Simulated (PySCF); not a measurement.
# C₄H₁₀GeO: magnetic properties

Computed with PySCF 2.14.0 and routines of our own; the level stands in each step. Atoms count from 0.

### Step 1. The starting structure

16 atoms, charge 0, multiplicity 1; geometry from: GFN2-xTB.

### Step 2. Relaxing the molecule at PBE0-D3(BJ)/def2-SVP

What the job is given:

```
{"job": {"xc": "PBE0", "basis": "def2-SVP", "d3": "d3bj", "grid": 1, "kind": "geom"}, "charge": 0, "multiplicity": 1}
C      2.634968    -0.195880     0.478624
C      2.007793     0.757887    -0.186928
O      0.688622     1.018286    -0.194510
Ge    -0.653583     0.095805     0.557655
C     -2.169012     1.288215     0.155568
C     -0.762985    -1.690025    -0.298466
H      2.096593    -0.881500     1.113363
H      3.700797    -0.306814     0.415479
H      2.548922     1.455837    -0.819418
H     -0.359872    -0.006224     2.050212
H     -2.213321     1.475126    -0.914131
H     -2.056551     2.242319     0.662679
H     -3.108861     0.841066     0.466298
H     -1.656648    -2.214879     0.023652
H     -0.806249    -1.567734    -1.377768
H      0.101788    -2.302543    -0.060731
```

The run is started by

```
> OMP_NUM_THREADS=1 python excited_run.py task.json out
```

One launch serves the whole session: the jobs run in the order shown.

Q: Estimate the wall time and peak memory of this first job on 1 thread of Arm Neoverse N1, shared host.

About 85 s, with a peak of 0.64 GiB.
